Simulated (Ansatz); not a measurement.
# C7H16O: a ladder of functionals and wavefunction methods

An exercise on one series of results from a longer session: the logs are not shown, and one member is left open.

Method: functionals in def2-TZVPP, the program's frozen cores in correlated methods; program: Ansatz 0.2.0, Gaussian basis.

The runs, in order: PBE-D4, r2SCAN-D4, PBE0-D4, B3LYP-D4, ωB97X-V, ωB97M-V, B2PLYP; CCSD(T)/def2-TZVPP; MP2/def2-QZVPP; extrapolation to the limit.

### The geometry

An earlier PBE0-D4 in a triple-zeta def2 set relaxation fixed the geometry.

SMILES `CCCCC(O)CC`, 24 atoms, charge 0, spin multiplicity 1.

Atoms are counted from 1 here; the program's logs count them from 0.

Bond lengths: C1–C2 1.519 Å, C1–H9 1.092 Å, C1–H10 1.094 Å, C1–H11 1.094 Å, C2–C3 1.520 Å, C2–H12 1.096 Å, C2–H13 1.096 Å, C3–C4 1.518 Å, C3–H14 1.098 Å, C3–H15 1.096 Å, C4–C5 1.517 Å, C4–H16 1.095 Å, C4–H17 1.095 Å, C5–O6 1.421 Å, C5–C7 1.526 Å, C5–H18 1.102 Å, O6–H19 0.961 Å, C7–C8 1.519 Å and more. Angles: C2–C1–H9 111.6°, C2–C1–H10 111.1°, C2–C1–H11 111.1°, H9–C1–H10 107.7°, H9–C1–H11 107.7°, H10–C1–H11 107.5°, C1–C2–C3 113.0°, C1–C2–H12 109.7°, C1–C2–H13 109.7°, C3–C2–H12 109.1°, C3–C2–H13 109.1°, H12–C2–H13 105.9°, C2–C3–C4 112.9°, C2–C3–H14 109.2°, C2–C3–H15 108.9°, C4–C3–H14 109.7°, C4–C3–H15 110.1°, H14–C3–H15 106.0° and more.

Set-up of the first run:

Input file in.yaml:

```yaml
crystal:
  periodic: [false, false, false]
  atoms:
    - {symbol: C, position_ang: [0.343104, -1.419195, -3.140236]}
    - {symbol: C, position_ang: [-0.536222, -1.260312, -1.912451]}
    - {symbol: C, position_ang: [0.212789, -0.700528, -0.714002]}
    - {symbol: C, position_ang: [-0.671909, -0.532196, 0.508339]}
    - {symbol: C, position_ang: [0.069144, -0.095492, 1.757481]}
    - {symbol: O, position_ang: [-0.900536, -0.050677, 2.794613]}
    - {symbol: C, position_ang: [0.800285, 1.237063, 1.626818]}
    - {symbol: C, position_ang: [-0.084143, 2.402754, 1.218774]}
    - {symbol: H, position_ang: [-0.216697, -1.822513, -3.987124]}
    - {symbol: H, position_ang: [1.178370, -2.096781, -2.941357]}
    - {symbol: H, position_ang: [0.766073, -0.458913, -3.448948]}
    - {symbol: H, position_ang: [-1.381536, -0.602767, -2.146152]}
    - {symbol: H, position_ang: [-0.973471, -2.228416, -1.642849]}
    - {symbol: H, position_ang: [1.053634, -1.363704, -0.472655]}
    - {symbol: H, position_ang: [0.658100, 0.261938, -0.992461]}
    - {symbol: H, position_ang: [-1.470886, 0.187303, 0.301177]}
    - {symbol: H, position_ang: [-1.169429, -1.480038, 0.737938]}
    - {symbol: H, position_ang: [0.820442, -0.866350, 1.993023]}
    - {symbol: H, position_ang: [-0.457612, 0.199142, 3.609639]}
    - {symbol: H, position_ang: [1.273440, 1.453765, 2.593130]}
    - {symbol: H, position_ang: [1.625678, 1.118212, 0.917274]}
    - {symbol: H, position_ang: [-0.952690, 2.480912, 1.875927]}
    - {symbol: H, position_ang: [-0.450851, 2.291388, 0.195648]}
    - {symbol: H, position_ang: [0.464903, 3.345397, 1.268453]}
basis:
  gaussian: {orbitals: def2-TZVPP}
hamiltonian: {xc: pbe, dispersion: d4}
output: {forces: true, orbitals: {seedname: orbitals}}
```

Command:

```sh
ansatz run in.yaml --threads 4 --pin off --events-out ev --progress --plain --max-ram 41984MiB --backend cuda --devices 0, --max-vram 37GiB
```

Among the steps run: PBE-D4 (GGA); r2SCAN-D4 (meta-GGA); PBE0-D4 (hybrid); B3LYP-D4 (hybrid); ωB97X-V (range-separated); ωB97M-V (range-separated); B2PLYP (double hybrid); CCSD(T) in def2-TZVPP; MP2 in def2-QZVPP.

One table of the session follows, with a row left open; its other results are not shown here.

It belongs to the step «Atomisation energies». 

```
            method  atoms, summed (eV)  atomisation energy (eV)
            PBE-D4           -9458.006                  100.874
         r2SCAN-D4           -9466.512                   99.260
           PBE0-D4           -9460.659                   99.700
          B3LYP-D4           -9473.565                   99.075
           ωB97X-V           -9469.629                   99.212
           ωB97M-V           -9467.050                   99.348
            B2PLYP                   ?                        ?
     HF/def2-TZVPP           -9433.097                   74.363
    MP2/def2-TZVPP           -9449.545                   98.039
   CCSD/def2-TZVPP           -9453.885                   95.850
CCSD(T)/def2-TZVPP           -9454.349                   97.030
           MP2/CBS           -9452.511                  100.129
       CCSD(T)/CBS           -9457.314                   99.121
```

Estimate the missing values for B2PLYP.

**Answer.** atoms, summed (eV): -9464.636; atomisation energy (eV): 98.090. In the column «atoms, summed (eV)» it lies between r2SCAN-D4 (-9466.512) and PBE0-D4 (-9460.659).

To keep in mind: Free atoms (7 C, 1 O, 16 H) were run apart at each level; the atomisation energy is their sum less the molecule, without zero-point or spin-orbit terms.
